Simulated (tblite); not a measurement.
# How the settings of tblite move a run on ZnO

Simulated with tblite 0.8.0. This is a test of settings. The cell began as a measured structure and was relaxed with r2SCAN in plane waves (Ansatz 0.2.0). All runs are without spin polarisation.

Space group P6_3mc (No. 186), hexagonal; a = 3.235 Å, c = 5.211 Å in the conventional setting, 11.81 Å³ an atom. Zn has 4 O at 1.97–1.98 Å; O has 4 Zn at 1.97–1.98 Å.

The base run uses GFN1-xTB on a cluster of 72 atoms.

```python
import json
from ase import Atoms
from ase.build import make_supercell
from ase.units import Bohr, GPa, Hartree
from tblite.interface import Calculator

atoms = Atoms(['Zn', 'Zn', 'O', 'O'],
              cell=[[3.23535221, 0.0, 0.0], [-1.61767611, 2.8018972, 0.0], [0.0, 0.0, 5.21091312]],
              scaled_positions=[[0.333333333, 0.666666667, 0.499655108], [0.666666667, 0.333333333, -0.000344892], [0.666666667, 0.333333333, 0.379354892], [0.333333333, 0.666666667, 0.879354892]],
              pbc=True)
cluster = make_supercell(atoms, [[3, 0, 0], [0, 3, 0], [0, 0, 2]])
calc = Calculator('GFN1-xTB', cluster.numbers, cluster.positions / Bohr, lattice=cluster.cell[:] / Bohr, periodic=cluster.pbc)
calc.set('temperature', 0.02 / Hartree)
calc.set('max-iter', 150)
res = calc.singlepoint()
levels = res.get('orbital-energies') * Hartree
nv = round(res.get('orbital-occupations').sum() / 2)
cells = len(cluster) // len(atoms)
out = {'energy_per_cell': res.get('energy') * Hartree / cells, 'homo': levels[nv - 1], 'lumo': levels[nv],
       'stress': (-res.get('virial') * Hartree / cluster.get_volume() / GPa).tolist(), 'charges': res.get('charges')[:len(atoms)].tolist(), 'electrons': 2 * nv / cells}
json.dump(out, open('results.json', 'w'))
for key, value in out.items():
    print(key, value)
```

Command: `python run.py`. It took 3.5 s on 1 thread of Arm Neoverse V1, with other jobs on the host, peak memory 0.11 GiB.

It converged with a level spacing of 0.02 eV, too small to call a gap and a pressure of 21.14 GPa (positive in compression). xTB was fitted to molecules, so gaps, charges and pressures of solids can be far off.

Each further run moved one setting: accuracy (scale of the thresholds); temperature (electronic temperature in eV); method (Hamiltonian); charge (charge of the whole cluster); cluster (size of the cluster in conventional cells). Changes are from the base run, which isn't itself converged in every setting; energies of another Hamiltonian, functional, basis or charge aren't compared, and those at a high electronic temperature are mostly its entropy term.

```tsv
setting	how it ended	gap change (eV)	energy change (meV/atom)	pressure change (GPa)	time (s)
accuracy = 10.0	converged	0.00	0.0	0.00	2.6
temperature = 0.1	converged	0.00	-8.3	0.02	3.4
method = IPEA1-xTB	converged	2.59	–	-27.52	3.9
charge = -2.0 (poor on purpose)	converged	–	–	–	3.4
cluster = 1x1x1 (poor on purpose)	not converged	–	–	–	0.87
```

accuracy = 10.0 changes nothing that matters here. With cluster = 1x1x1 the cycle ended unconverged.

The end of the log, shortened, for cluster = 1x1x1:

```
    142     -10.49802230769  -6.8596171E-02   1.8913044E-01
    143     -10.17037065667   3.2765165E-01   5.4197252E-01
    144     -10.42942761147  -2.5905695E-01   3.5281979E-01
    145     -10.49802601136  -6.8598400E-02   1.8912333E-01
    146     -10.17038858088   3.2763743E-01   5.4195620E-01
    147     -10.42942888146  -2.5904030E-01   3.5281143E-01
    148     -10.49802957566  -6.8600694E-02   1.8911650E-01
    149     -10.17040551514   3.2762406E-01   5.4194070E-01
    150     -10.42942996211  -2.5902445E-01   3.5280358E-01
------------------------------------------------------------
 total:                                   0.171 sec
tblite.exceptions.TBLiteRuntimeError: SCF not converged in 150 cycles
```
